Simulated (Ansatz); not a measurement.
# BH2SF (SMILES FBS) at wB97M-V/def2-SVPD

Aim: the electronic atomisation energy of BH2SF at wB97M-V/def2-SVPD, from 5 runs. 

The calculation is run with Ansatz 0.2.0.

59 further runs of the same task are left out: 59 set aside as unsound or not needed.

## 1. Starting point

The species is BH2SF (5 atoms), meant as a singlet with charge 0. SMILES: `FBS`. The coordinates come from a PBE0-D4/def2-TZVP relaxation. This is one conformer, not always the lowest.

Bond lengths: F1–B2 1.322 Å, B2–S3 1.794 Å, B2–H4 1.194 Å, S3–H5 1.342 Å. Angles: F1–B2–S3 117.9°, F1–B2–H4 119.5°, S3–B2–H4 122.6°, B2–S3–H5 94.9°.

## 2. The energy at wB97M-V/def2-SVPD

molecule.yaml reads:

```yaml
crystal:
  periodic: [false, false, false]
  atoms:
    - symbol: F
      position_ang: [-1.119100, -0.905900, -1.069200]
    - symbol: B
      position_ang: [-0.412800, -0.339100, -0.106100]
    - symbol: S
      position_ang: [0.972400, 0.698600, -0.579400]
    - symbol: H
      position_ang: [-0.712000, -0.530900, 1.033700]
    - symbol: H
      position_ang: [1.321400, 1.003700, 0.679600]
basis:
  gaussian:
    orbitals: def2-SVPD
magnetization:
  spin_polarized: false
hamiltonian:
  xc: {name: wB97M-V}
accuracy: high
output: {orbitals: {seedname: orbitals}}
```

The run is started by

```console
ansatz run molecule.yaml --threads 1 --pin off --max-ram 2610MiB --events-out events.jsonl --progress --plain --runs-dir runs
```

Output:

```text
Warning: RAYON_NUM_THREADS=1 ignored (pool sized by the plan → 1); use --threads N
Functional definition: wB97M-V
  name "wB97M-V"
  parameter omega = 0.3/bohr
  parameter cx = 0.15
  parameter cx01 = 1.007
  parameter cx10 = 0.259
  parameter css00 = 0.443
  parameter css04 = -1.437
  parameter css10 = -4.535
  parameter css20 = -3.390
  parameter css43 = 4.278
  parameter cos00 = 1.000
  parameter cos10 = 1.358
  parameter cos20 = 2.924
  parameter cos21 = -8.812
  parameter cos60 = -1.390
  parameter cos61 = 9.142
  parameter b = 6.0
  parameter c = 0.01
  gx(w, u) = 1 - cx + cx01*u + cx10*w
  gss(w, u) = css00 + css04*u^4 + css10*w + css20*w^2 + css43*w^4*u^3
  gos(w, u) = cos00 + cos10*w + (cos20 + cos21*u)*w^2 + (cos60 + cos61*u)*w^6
  exchange = spin_sum(e_x_unif_sr(omega)*gx(b97_w, b97_u_x)) + cx*exact_x_sr(omega) + exact_x_lr(omega)
  correlation = spin_sum(e_c_pw_mod_same_spin*gss(b97_w, b97_u_same))
      + integral(e_c_pw_mod_opposite_spin*gos(b97_w_opposite, b97_u_opposite)) + vv10(b, c)
1673 factors; integrals over basis functions are off by at most 3.4e-9 eV
405 factors; integrals over basis functions are off by at most 2.0e-9 eV
mean field evaluation 1: about -14254.5387 eV, gradient 2.6e1 eV
mean field evaluation 2: about -14254.6646 eV, gradient 2.9e1 eV
mean field evaluation 4: about -14255.8574 eV, gradient 8.3e-1 eV
mean field evaluation 8: about -14255.8596 eV, gradient 1.3e-2 eV
mean field evaluation 16: about -14255.8596 eV, gradient 5.0e-6 eV
mean field -14255.85961976 eV, -523.8931780574 hartree, gradient 1.9e-8 eV, S^2 0.000000; 0 other end points of the search recorded, 0 dependent functions left out
reference -14255.85962494 eV, -523.8931782477 hartree; 16, 16 occupied and 70, 70 virtual orbitals, 1673 factors
Total energy: -14255.85962494 eV, -523.8931782477 hartree
```

Run time: 40 s. Hardware: 1 thread of Arm Neoverse V1, shared host; peak memory 0.42 GiB.

## 3. The B atom

in.yaml reads:

```yaml
crystal:
  periodic: [false, false, false]
  atoms:
    - {symbol: B, position_ang: [0.000000, 0.000000, 0.000000]}
basis:
  gaussian:
    orbitals: def2-SVPD
total_charge: 0
magnetization:
  spin_polarized: true
  initial_magnetization: 1
hamiltonian:
  xc: {name: wB97M-V}
accuracy: high
```

Run the same way, it converges to -24.61900 Eh (log not shown).

## 4. The F atom at the same level

job.yaml reads:

```yaml
crystal:
  periodic: [false, false, false]
  atoms:
    - {symbol: F, position_ang: [0.000000, 0.000000, 0.000000]}
basis:
  gaussian: {orbitals: def2-SVPD}
magnetization: {spin_polarized: true, initial_magnetization: 1}
hamiltonian: {xc: {name: wB97M-V}}
accuracy: high
```

The run is started by

```console
ansatz run job.yaml --threads 1 --pin off --max-ram 2610MiB --events-out events.jsonl --progress --plain --runs-dir runs
```

Output (excerpt; [...] marks lines left out):

```text
Warning: RAYON_NUM_THREADS=1 ignored (pool sized by the plan → 1); use --threads N
[... 2 set-up lines as earlier in the session ...]
[...]
  gx(w, u) = 1 - cx + cx01*u + cx10*w
  gss(w, u) = css00 + css04*u^4 + css10*w + css20*w^2 + css43*w^4*u^3
  gos(w, u) = cos00 + cos10*w + (cos20 + cos21*u)*w^2 + (cos60 + cos61*u)*w^6
[...]
      + integral(e_c_pw_mod_opposite_spin*gos(b97_w_opposite, b97_u_opposite)) + vv10(b, c)
194 factors; integrals over basis functions are off by at most 1.8e-9 eV
85 factors; integrals over basis functions are off by at most 4.1e-10 eV
[...]
mean field -2710.98892420 eV, -99.6270053901 hartree, gradient 1.7e-8 eV, S^2 0.751768; 0 other end points of the search recorded, 0 dependent functions left out
reference -2710.98892703 eV, -99.6270054939 hartree; 5, 4 occupied and 18, 19 virtual orbitals, 194 factors
Total energy: -2710.98892703 eV, -99.6270054939 hartree
```

It took 2.9 s on 1 thread of Arm Neoverse V1, shared host; peak memory 0.15 GiB.

## 5. The H atom

in.yaml reads:

```yaml
crystal:
  periodic: [false, false, false]
  atoms:
    - {symbol: H, position_ang: [0.000000, 0.000000, 0.000000]}
basis:
  gaussian: {orbitals: def2-SVPD}
hamiltonian: {xc: {name: wB97M-V}}
accuracy: high
magnetization: {spin_polarized: true, initial_magnetization: 1}
```

The run is started by

```console
ansatz run in.yaml --threads 1 --pin off --max-ram 2610MiB --events-out events.jsonl --progress --plain --runs-dir runs
```

Output (excerpt; [...] marks lines left out):

```text
Warning: RAYON_NUM_THREADS=1 ignored (pool sized by the plan → 1); use --threads N
[... 2 set-up lines as earlier in the session ...]
[...]
  gx(w, u) = 1 - cx + cx01*u + cx10*w
  gss(w, u) = css00 + css04*u^4 + css10*w + css20*w^2 + css43*w^4*u^3
  gos(w, u) = cos00 + cos10*w + (cos20 + cos21*u)*w^2 + (cos60 + cos61*u)*w^6
[...]
      + integral(e_c_pw_mod_opposite_spin*gos(b97_w_opposite, b97_u_opposite)) + vv10(b, c)
33 factors; integrals over basis functions are off by at most 2.1e-9 eV
32 factors; integrals over basis functions are off by at most 4.4e-10 eV
[...]
mean field -13.38016317 eV, -0.4917119273 hartree, gradient 3.0e-8 eV, S^2 0.750000; 0 other end points of the search recorded, 0 dependent functions left out
reference -13.38016526 eV, -0.4917120041 hartree; 1, 0 occupied and 7, 8 virtual orbitals, 33 factors
Total energy: -13.38016526 eV, -0.4917120041 hartree
```

Run time: 0.59 s. Hardware: 1 thread of Arm Neoverse V1, shared host.

## 6. The S atom, same level

in.yaml reads:

```yaml
crystal:
  periodic: [false, false, false]
  atoms:
    - {symbol: S, position_ang: [0.000000, 0.000000, 0.000000]}
basis:
  gaussian:
    orbitals: def2-SVPD
magnetization:
  spin_polarized: true
  initial_magnetization: 2
hamiltonian:
  xc: {name: wB97M-V}
accuracy: high
```

Run the same way, it converges to -397.96291 Eh (log not shown).

## 7. Summary of results

Level: wB97M-V/def2-SVPD.

| quantity | value |
| --- | --- |
| molecule: total energy | -523.89318 Eh |
| molecule: HOMO energy | -10.63 eV |
| molecule: LUMO energy | 1.06 eV |
| molecule: HOMO–LUMO gap | 11.70 eV |
| B atom: total energy | -24.61900 Eh |
| B atom: ⟨S²⟩ | 0.751 |
| F atom: total energy | -99.62701 Eh |
| F atom: ⟨S²⟩ | 0.752 |
| H atom: total energy | -0.49171 Eh |
| H atom: ⟨S²⟩ | 0.750 |
| S atom: total energy | -397.96291 Eh |
| S atom: ⟨S²⟩ | 2.002 |
| electronic atomisation energy | 19.071 eV |

What this shows: Taking the molecule apart into free atoms costs 19.07 eV (1840 kJ/mol), before zero-point energy and without spin-orbit coupling.
